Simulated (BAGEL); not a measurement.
# Ge2SiH8 (SMILES [GeH3][SiH2][GeH3]): levels of theory compared

Aim: a comparison of 4 runs (B3LYP/6-31G*, B3LYP/cc-pVDZ, PBE0/cc-pVDZ, RI-MP2/cc-pVDZ) of Ge2SiH8. 

Program for the calculation: BAGEL 1.2.2.

**1. The molecule**

The species is Ge2SiH8 (11 atoms), meant as a singlet with charge 0. SMILES: `[GeH3][SiH2][GeH3]`. The coordinates come from a PBE0-D4/def2-TZVP relaxation.

Bond lengths: Ge1–Si2 2.379 Å, Si2–Ge3 2.379 Å, Ge1–H4 1.538 Å, Ge1–H5 1.538 Å, Ge1–H6 1.538 Å, Si2–H7 1.489 Å, Si2–H8 1.489 Å, Ge3–H9 1.538 Å, Ge3–H10 1.538 Å, Ge3–H11 1.538 Å. Some angles: Ge1–Si2–Ge3 110.5°, Ge1–Si2–H7 109.5°, Ge1–Si2–H8 109.5°, Ge3–Si2–H7 109.5°, Ge3–Si2–H8 109.5°, Si2–Ge1–H4 111.3°, Si2–Ge1–H5 110.1°, Si2–Ge1–H6 110.1°, Si2–Ge3–H9 110.1°, Si2–Ge3–H10 110.1°.

**2. The energy at B3LYP/6-31G(d) (density fitting with cc-pvqz-jkfit, spherical functions) (run 1)**

File input.json:

```json
{ "bagel" : [

{
  "title" : "molecule",
  "basis" : "6-31gs.json",
  "df_basis" : "cc-pvqz-jkfit",
  "angstrom" : true,
  "geometry" : [
    { "atom" : "Ge", "xyz" : [      -1.314800,       1.329100,      -0.648100 ] },
    { "atom" : "Si", "xyz" : [      -0.420300,      -0.850100,      -0.318100 ] },
    { "atom" : "Ge", "xyz" : [       1.631200,      -0.735900,       0.880400 ] },
    { "atom" : "H", "xyz" : [      -2.643400,       1.277800,      -1.421300 ] },
    { "atom" : "H", "xyz" : [      -0.321200,       2.193400,      -1.442700 ] },
    { "atom" : "H", "xyz" : [      -1.566300,       2.008100,       0.708900 ] },
    { "atom" : "H", "xyz" : [      -0.189900,      -1.498600,      -1.638400 ] },
    { "atom" : "H", "xyz" : [      -1.395700,      -1.678400,       0.443000 ] },
    { "atom" : "H", "xyz" : [       1.405900,      -0.077200,       2.251900 ] },
    { "atom" : "H", "xyz" : [       2.652000,       0.110600,       0.101200 ] },
    { "atom" : "H", "xyz" : [       2.227800,      -2.135700,       1.103800 ] }
  ]
},

{ "title" : "ks", "xc_func" : "b3lyp" },

{ "title" : "print", "file" : "orbitals.molden", "orbitals" : true }

]}
```

The basis set 6-31G* is read from a file made from the Basis Set Exchange's data (not shown).

Started as:

```bash
$ BAGEL_NUM_THREADS=1 BAGEL input.json > input.out
```

Standard output:

```text
* using 1 threads per process

  ===============================================================
  ===============================================================

  *** Geometry ***

  { "atom" : "Ge", "xyz" : [     -2.484612,      2.511635,     -1.224732 ] },
  { "atom" : "Si", "xyz" : [     -0.794252,     -1.606456,     -0.601122 ] },
  { "atom" : "Ge", "xyz" : [      3.082521,     -1.390649,      1.663715 ] },
  { "atom" : "H", "xyz" : [     -4.995302,      2.414692,     -2.685868 ] },
  { "atom" : "H", "xyz" : [     -0.606980,      4.144925,     -2.726308 ] },
  { "atom" : "H", "xyz" : [     -2.959878,      3.794759,      1.339627 ] },
  { "atom" : "H", "xyz" : [     -0.358859,     -2.831944,     -3.096127 ] },
  { "atom" : "H", "xyz" : [     -2.637491,     -3.171716,      0.837149 ] },
  { "atom" : "H", "xyz" : [      2.656766,     -0.145887,      4.255474 ] },
  { "atom" : "H", "xyz" : [      5.011554,      0.209004,      0.191240 ] },
  { "atom" : "H", "xyz" : [      4.209932,     -4.035888,      2.085880 ] },

  Number of auxiliary basis functions:      992

  Since a DF basis is specified, we compute 2- and 3-index integrals:
    o Being stored without compression. Storage requirement is 0.076 GB

  Number of basis functions:       98
  Number of electrons      :       86

    * METHOD: MOLECULE                             1.46

  *** Kohn-Sham DFT ***

    * Removing 19040 points whose weight is below 1.00e-10
    * Grid points: 144926

  === Nuclear Repulsion ===
   475.3641313585

       - DIIS with orbital gradients will be used.

  === KS iteration (b3lyp / 6-31gs.json) ===
      0      -4331.95676897          0.09797207           1.34
      1      -3987.15646111          0.40293494           1.24
      2      -4234.79541632          0.10933163           1.19
      3      -4013.77160432          0.29442129           1.21
      4      -4219.07637120          0.26070320           1.21
      5      -4252.90692884          0.19642829           1.22
      6      -4275.99771564          0.20541786           1.23
      7      -4282.86217036          0.26563677           1.20
      8      -4243.45827628          0.14735912           1.05
      9      -4441.51675231          0.07048671           1.02
     10      -4442.31069742          0.06709621           1.02
     11      -4447.54132501          0.01832702           1.01
     12      -4447.76617629          0.00897242           1.08
     13      -4447.80853211          0.00371302           1.09
     14      -4447.82099893          0.00106762           1.10
     15      -4447.82246345          0.00028743           1.09
     16      -4447.82255402          0.00003730           1.13
     17      -4447.82255548          0.00001154           1.10
     18      -4447.82255561          0.00000353           1.09
     19      -4447.82255562          0.00000121           1.11
     20      -4447.82255562          0.00000020           1.10
     21      -4447.82255562          0.00000008           1.11
     22      -4447.82255562          0.00000003           1.15
     23      -4447.82255562          0.00000001           1.23
    * SCF iteration converged.

    * Permanent dipole moment:
           (    0.028998,     0.057626,     0.021767) a.u.

    * METHOD: KS                                  28.24

    * METHOD: PRINT                                0.02

  ===============================================================
```

Wall time 30 s (1 thread of Intel Xeon Platinum 8488C (Sapphire Rapids), shared host); peak memory 0.79 GiB.

**3. The energy at B3LYP/cc-pVDZ (density fitting with cc-pvqz-jkfit) (run 2)**

File job.json:

```json
{ "bagel" : [

{
  "title" : "molecule",
  "basis" : "cc-pvdz.json",
  "df_basis" : "cc-pvqz-jkfit",
  "angstrom" : true,
  "geometry" : [
    { "atom" : "Ge", "xyz" : [   -1.314800,    1.329100,   -0.648100 ] },
    { "atom" : "Si", "xyz" : [   -0.420300,   -0.850100,   -0.318100 ] },
    { "atom" : "Ge", "xyz" : [    1.631200,   -0.735900,    0.880400 ] },
    { "atom" : "H", "xyz" : [   -2.643400,    1.277800,   -1.421300 ] },
    { "atom" : "H", "xyz" : [   -0.321200,    2.193400,   -1.442700 ] },
    { "atom" : "H", "xyz" : [   -1.566300,    2.008100,    0.708900 ] },
    { "atom" : "H", "xyz" : [   -0.189900,   -1.498600,   -1.638400 ] },
    { "atom" : "H", "xyz" : [   -1.395700,   -1.678400,    0.443000 ] },
    { "atom" : "H", "xyz" : [    1.405900,   -0.077200,    2.251900 ] },
    { "atom" : "H", "xyz" : [    2.652000,    0.110600,    0.101200 ] },
    { "atom" : "H", "xyz" : [    2.227800,   -2.135700,    1.103800 ] }
  ]
},
{ "title" : "ks", "xc_func" : "b3lyp" },
{ "title" : "print", "file" : "orbitals.molden", "orbitals" : true }

]}
```

The basis set cc-pVDZ is read from a file made from the Basis Set Exchange's data (not shown).

Started as:

```bash
$ BAGEL_NUM_THREADS=1 BAGEL job.json > job.out
```

Standard output:

```text
* using 1 threads per process

  ===============================================================
  ===============================================================

  *** Geometry ***

  { "atom" : "Ge", "xyz" : [     -2.484612,      2.511635,     -1.224732 ] },
  { "atom" : "Si", "xyz" : [     -0.794252,     -1.606456,     -0.601122 ] },
  { "atom" : "Ge", "xyz" : [      3.082521,     -1.390649,      1.663715 ] },
  { "atom" : "H", "xyz" : [     -4.995302,      2.414692,     -2.685868 ] },
  { "atom" : "H", "xyz" : [     -0.606980,      4.144925,     -2.726308 ] },
  { "atom" : "H", "xyz" : [     -2.959878,      3.794759,      1.339627 ] },
  { "atom" : "H", "xyz" : [     -0.358859,     -2.831944,     -3.096127 ] },
  { "atom" : "H", "xyz" : [     -2.637491,     -3.171716,      0.837149 ] },
  { "atom" : "H", "xyz" : [      2.656766,     -0.145887,      4.255474 ] },
  { "atom" : "H", "xyz" : [      5.011554,      0.209004,      0.191240 ] },
  { "atom" : "H", "xyz" : [      4.209932,     -4.035888,      2.085880 ] },

  Number of auxiliary basis functions:      992

  Since a DF basis is specified, we compute 2- and 3-index integrals:
    o Being stored without compression. Storage requirement is 0.100 GB

  Number of basis functions:      112
  Number of electrons      :       86

    * METHOD: MOLECULE                             1.83

  *** Kohn-Sham DFT ***

    * Removing 19040 points whose weight is below 1.00e-10
    * Grid points: 144926

  === Nuclear Repulsion ===
   475.3641313585

       - DIIS with orbital gradients will be used.

  === KS iteration (b3lyp / cc-pvdz.json) ===
      0      -4428.44731341          0.05014616           1.48
      1      -4297.52793855          0.15368034           1.50
      2      -4430.05583026          0.04246895           1.36
      3      -4434.20307694          0.07351998           1.40
      4      -4445.44253627          0.05371600           1.40
      5      -4438.42305222          0.11093062           1.51
      6      -4439.77954534          0.10204628           1.44
      7      -4446.10458053          0.04401168           1.58
      8      -4445.98236783          0.04381728           1.55
      9      -4448.29923159          0.00603043           1.26
     10      -4448.33532142          0.00322391           1.24
     11      -4448.34800932          0.00039345           1.23
     12      -4448.34818183          0.00014135           1.30
     13      -4448.34821062          0.00002134           1.40
     14      -4448.34821094          0.00001013           1.35
     15      -4448.34821107          0.00000047           1.44
     16      -4448.34821107          0.00000030           1.44
     17      -4448.34821107          0.00000008           1.38
     18      -4448.34821107          0.00000003           1.37
     19      -4448.34821107          0.00000001           1.38
    * SCF iteration converged.

    * Permanent dipole moment:
           (    0.028374,     0.056373,     0.021298) a.u.

    * METHOD: KS                                  29.29

    * METHOD: PRINT                                0.02

  ===============================================================
```

It took 32 s on 1 thread of Intel Xeon Platinum 8488C (Sapphire Rapids), shared host; peak memory 0.88 GiB.

Run 3 isn't shown in full; the table further down has it.

**4. A single-point energy at RI-MP2/cc-pVDZ (density fitting with cc-pvqz-jkfit) (run 4)**

input.json, as its differences from that of step 2:

```diff
@@ -4,3 +4,3 @@
   "title" : "molecule",
-  "basis" : "6-31gs.json",
+  "basis" : "cc-pvdz.json",
   "df_basis" : "cc-pvqz-jkfit",
@@ -22,5 +22,5 @@
 
-{ "title" : "ks", "xc_func" : "b3lyp" },
+{ "title" : "hf", "charge" : 0 },
 
-{ "title" : "print", "file" : "orbitals.molden", "orbitals" : true }
+{ "title" : "mp2", "charge" : 0, "ncore" : 23 }
```

The basis set cc-pVDZ is read from a file made from the Basis Set Exchange's data (not shown).

Started as:

```bash
$ BAGEL_NUM_THREADS=1 BAGEL input.json > input.out
```

Standard output:

```text
* using 1 threads per process

  ===============================================================
  ===============================================================

  *** Geometry ***

  { "atom" : "Ge", "xyz" : [     -2.484612,      2.511635,     -1.224732 ] },
  { "atom" : "Si", "xyz" : [     -0.794252,     -1.606456,     -0.601122 ] },
  { "atom" : "Ge", "xyz" : [      3.082521,     -1.390649,      1.663715 ] },
  { "atom" : "H", "xyz" : [     -4.995302,      2.414692,     -2.685868 ] },
  { "atom" : "H", "xyz" : [     -0.606980,      4.144925,     -2.726308 ] },
  { "atom" : "H", "xyz" : [     -2.959878,      3.794759,      1.339627 ] },
  { "atom" : "H", "xyz" : [     -0.358859,     -2.831944,     -3.096127 ] },
  { "atom" : "H", "xyz" : [     -2.637491,     -3.171716,      0.837149 ] },
  { "atom" : "H", "xyz" : [      2.656766,     -0.145887,      4.255474 ] },
  { "atom" : "H", "xyz" : [      5.011554,      0.209004,      0.191240 ] },
  { "atom" : "H", "xyz" : [      4.209932,     -4.035888,      2.085880 ] },

  Number of auxiliary basis functions:      992

  Since a DF basis is specified, we compute 2- and 3-index integrals:
    o Being stored without compression. Storage requirement is 0.100 GB

  Number of basis functions:      112
  Number of electrons      :       86

    * METHOD: MOLECULE                             1.33

  *** RHF ***

  === Nuclear Repulsion ===
   475.3641313585

      * DIIS with orbital gradients will be used.

  === RHF iteration (cc-pvdz.json) ===
      0      -4444.16588293          0.00640721           0.48
      1      -4444.23963129          0.00207328           0.49
      2      -4444.24620990          0.00060397           0.51
      3      -4444.24680258          0.00006398           0.48
      4      -4444.24681471          0.00001446           0.46
      5      -4444.24681525          0.00000294           0.48
      6      -4444.24681527          0.00000074           0.48
      7      -4444.24681527          0.00000014           0.47
      8      -4444.24681527          0.00000003           0.48
      9      -4444.24681527          0.00000001           0.48
    * SCF iteration converged.

    * Permanent dipole moment:
           (    0.036890,     0.073350,     0.027752) a.u.

    * METHOD: HF                                   5.50

  *** RHF ***

  === Nuclear Repulsion ===
   475.3641313585

      * DIIS with orbital gradients will be used.

  === RHF iteration (cc-pvdz.json) ===
      0      -4444.24681527          0.00000000           0.52
    * SCF iteration converged.

    * Permanent dipole moment:
           (    0.036890,     0.073351,     0.027752) a.u.

  === DF-MP2 calculation ===

    * freezing 23 orbitals
    * 3-index integral transformation done
    * assembly done

      MP2 correlation energy:   -0.3487858177      0.24

      MP2 total energy:       -4444.5956010875

    * METHOD: MP2                                  1.26

  ===============================================================
```

Wall time 8.7 s (1 thread of Intel Xeon Platinum 8488C (Sapphire Rapids), shared host); peak memory 0.38 GiB.

**5. The series**

```
run                                                                   level  frozen core orbitals   energy (Eh)  dipole moment (D)  HOMO energy (eV)  LUMO energy (eV)  wall time
  1  B3LYP/6-31G* (density fitting with cc-pvqz-jkfit, spherical functions)                     –  -4447.822556               0.17             -7.62             -0.01       30 s
  2                      B3LYP/cc-pVDZ (density fitting with cc-pvqz-jkfit)                     –  -4448.348211               0.17             -7.68             -0.09       32 s
  3                       PBE0/cc-pVDZ (density fitting with cc-pvqz-jkfit)                     –  -4447.579658               0.13             -7.91              0.08       33 s
  4                     RI-MP2/cc-pVDZ (density fitting with cc-pvqz-jkfit)                    23  -4444.595601                  –                 –                 –      8.7 s
```

**6. Outcome**

| quantity | value |
| --- | --- |
| run 4: total energy | -4444.59560 Eh |
| run 4: correlation energy (23 core orbitals frozen) | -348.8 mEh |

What this shows: Over runs 1, 2, 3 the dipole moment (its size) runs from 0.13 D (PBE0/cc-pVDZ) to 0.17 D (B3LYP/6-31G*). The two ends differ in method and basis. Over runs 1, 2, 3 the HOMO–LUMO gap runs from 7.58 eV (B3LYP/cc-pVDZ) to 7.99 eV (PBE0/cc-pVDZ). Totals of different functionals can't be ranked against each other. All runs together took 1.7 min, the longest 33 s.
